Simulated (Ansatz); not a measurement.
**BFHN + SiH₄: a complex and its separated parts**

The complex below is one end of an elementary step. How strongly is it bound against its free parts?

The runs use Ansatz 0.2.0, Gaussian basis; PBE0-D4/def2-TZVP structures, single points in def2-TZVPP, no counterpoise correction.

Levels: SPW92, PBE-D4, BLYP-D4, r2SCAN-D4, B97M-V, PBE0-D4, B3LYP-D4, r2SCAN0-D4, BHLYP-D4, CAM-B3LYP-D4, wB97X-V, wB97M-V, B2PLYP, PBE-QIDH, RPA on PBE, Hartree-Fock, MP2, CCSD, CCSD(T).

Cores are frozen in the correlated methods. B3LYP uses VWN-RPA correlation. B2PLYP carries no dispersion term here.

11 further runs of the same task are left out: 11 set aside as unsound or not needed.

## 1. Starting geometry

The complex: 9 atoms, charge 0, spin multiplicity 1.

Atoms are counted from 1 here; the program's logs count them from 0.

Bond lengths: B1–N3 1.243 Å, B1–F5 1.288 Å, Si2–H7 1.514 Å, Si2–H8 1.514 Å, N3–H9 0.991 Å, H4–H6 0.825 Å. Angles: N3–B1–F5 179.8°, H7–Si2–H8 95.5°, B1–N3–H9 161.8°.

Geometry (Å):

```xyz
9
BFH5NSi
B    -1.5511   -0.7740   -1.0941
Si    0.2616    1.4390    0.8833
N    -0.6013   -1.5751   -1.1099
H     0.7520   -0.1186    0.2818
F    -2.5333    0.0595   -1.0736
H     1.4350    0.0954    0.6918
H     1.5432    2.1076    0.4330
H     0.7393    1.1396    2.2884
H    -0.0452   -2.3733   -1.3009
```

Its parts: BFHN holds atoms 1, 3, 5, 9; SiH₄ holds atoms 2, 4, 6, 7, 8. Each part counts its atoms afresh in its own runs.

## 2. Relaxing BFHN alone

relax-a/in.yaml

```yaml
crystal:
  periodic: [false, false, false]
  atoms:
    - {symbol: B, position_ang: [-1.551137, -0.773952, -1.094076]}
    - {symbol: N, position_ang: [-0.601328, -1.575070, -1.109893]}
    - {symbol: F, position_ang: [-2.533322, 0.059460, -1.073553]}
    - {symbol: H, position_ang: [-0.045205, -2.373313, -1.300945]}
basis:
  gaussian: {orbitals: def2-TZVP}
hamiltonian: {xc: pbe0, dispersion: d4}
relax: {f_tol: 0.005, max_steps: 200}
```

No record of the launch command was kept for these runs.

After this run come: Relaxing SiH₄ alone; wB97M-V/def2-TZVPP; CCSD(T)/def2-TZVPP; Vibrations of BFHN; Vibrations of SiH₄.

What does the calculation give? Wanted: complex less parts, CCSD(T)/def2-TZVPP; with zero-point energy; largest T1 diagnostic.

The runs gave:

| quantity | value |
| --- | --- |
| complex less parts, CCSD(T)/def2-TZVPP | -8.8 kJ/mol |
| with zero-point energy | -5.7 kJ/mol |
| largest T1 diagnostic | 0.015 |

At CCSD(T) the complex lies 8.8 kJ/mol below its parts. The functionals run from PBE-QIDH, off by -0.5 kJ/mol, to SPW92, off by -11.4 kJ/mol, against CCSD(T). Mean unsigned error by rung: LDA 11.4, GGA 4.1, meta-GGA 2.5, hybrid 3.4, range-separated hybrid 2.3, double hybrid 1.8 kJ/mol. PBE-D4 gives a relative energy 5.4 kJ/mol too low, an error of 61 % of the reference. No counterpoise was applied, and triple zeta lacks some correlation, so the CCSD(T) reference has a basis error of its own, and close matches with it are partly luck.
